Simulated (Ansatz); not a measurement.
**C2H5ClSi: one species, many methods**

The task here is to estimate one member of a computed series from the others.

The runs use Ansatz 0.2.0, Gaussian basis; functionals in def2-TZVPP, the program's frozen cores in correlated methods.

Plan: PBE-D4, r2SCAN-D4, PBE0-D4, B3LYP-D4, ωB97X-V, ωB97M-V, B2PLYP; CCSD(T)/def2-TZVPP; CCSD(T)/def2-QZVPP; extrapolation to the limit.

### The geometry

The geometry comes from an earlier relaxation with PBE0-D4 in a triple-zeta def2 set; it is a stationary point, not always the lowest conformer.

SMILES `CC[Si]Cl`, 9 atoms, charge 0, spin multiplicity 1.

Atoms are counted from 1 here; the program's logs count them from 0.

Bond lengths: C1–C2 1.519 Å, C1–H5 1.092 Å, C1–H6 1.093 Å, C1–H7 1.092 Å, C2–Si3 1.893 Å, C2–H8 1.103 Å, C2–H9 1.103 Å, Si3–Cl4 2.091 Å. Angles: C2–C1–H5 111.2°, C2–C1–H6 111.6°, C2–C1–H7 111.2°, H5–C1–H6 107.9°, H5–C1–H7 106.8°, H6–C1–H7 107.9°, C1–C2–Si3 123.1°, C1–C2–H8 111.3°, C1–C2–H9 111.3°, Si3–C2–H8 103.1°, Si3–C2–H9 103.0°, H8–C2–H9 102.8°, C2–Si3–Cl4 101.5°.

As a file:

```mol
C2H5ClSi
  3D, bonds by distance, orders not assigned

  9  8  0  0  0  0  0  0  0  0999 V2000
   -0.5539    0.7710   -0.0385 C   0  0
    0.2299   -0.3356    0.6453 C   0  0
    1.1926   -1.6605   -0.3037 Si  0  0
    0.8316   -1.0988   -2.2854 Cl  0  0
    0.0941    1.3833   -0.6685 H   0  0
   -1.0359    1.4304    0.6878 H   0  0
   -1.3310    0.3623   -0.6873 H   0  0
   -0.4148   -0.9281    1.3165 H   0  0
    0.9874    0.0761    1.3338 H   0  0
  1  2  8  0
  2  3  8  0
  3  4  8  0
  1  5  8  0
  1  6  8  0
  1  7  8  0
  2  8  8  0
  2  9  8  0
M  END
```

The first run:

in.yaml reads:

```yaml
crystal:
  periodic: [false, false, false]
  atoms:
    - {symbol: C, position_ang: [-0.553881, 0.770976, -0.038547]}
    - {symbol: C, position_ang: [0.229887, -0.335640, 0.645324]}
    - {symbol: Si, position_ang: [1.192589, -1.660513, -0.303663]}
    - {symbol: Cl, position_ang: [0.831586, -1.098806, -2.285416]}
    - {symbol: H, position_ang: [0.094070, 1.383250, -0.668533]}
    - {symbol: H, position_ang: [-1.035921, 1.430410, 0.687792]}
    - {symbol: H, position_ang: [-1.330955, 0.362332, -0.687255]}
    - {symbol: H, position_ang: [-0.414760, -0.928111, 1.316474]}
    - {symbol: H, position_ang: [0.987396, 0.076102, 1.333813]}
basis:
  gaussian: {orbitals: def2-TZVPP}
hamiltonian: {xc: pbe, dispersion: d4}
output: {forces: true, orbitals: {seedname: orbitals}}
```

Launch:

```sh
$ ansatz run in.yaml --threads 2 --pin off --events-out ev --progress --plain --max-ram 32768MiB --backend cpu
```

Steps of the session up to this table: PBE-D4 (GGA); r2SCAN-D4 (meta-GGA); PBE0-D4 (hybrid); B3LYP-D4 (hybrid); ωB97X-V (range-separated); ωB97M-V (range-separated); B2PLYP (double hybrid); CCSD(T) in def2-TZVPP; CCSD(T) in def2-QZVPP.

One table of the session follows, with a row left open; its other results are not shown here.

```
            method  atomisation energy (kcal/mol)
            PBE-D4                          791.3
         r2SCAN-D4                          779.1
           PBE0-D4                          781.5
          B3LYP-D4                          777.3
           ωB97X-V                          779.7
           ωB97M-V                          783.2
            B2PLYP                          768.4
     HF/def2-TZVPP                          581.5
    MP2/def2-TZVPP                          767.0
   CCSD/def2-TZVPP                          747.6
CCSD(T)/def2-TZVPP                          758.4
           MP2/CBS                          786.6
       CCSD(T)/CBS                              ?
```

Q: Estimate the row for CCSD(T)/CBS from the others.

The run gave: atomisation energy (kcal/mol): 777.9. In the column «atomisation energy (kcal/mol)» it lies between B3LYP-D4 (777.3) and r2SCAN-D4 (779.1).

To keep in mind: Free atoms (2 C, 1 Si, 1 Cl, 5 H) were run apart at each level; the atomisation energy is their sum less the molecule, without zero-point or spin-orbit terms.
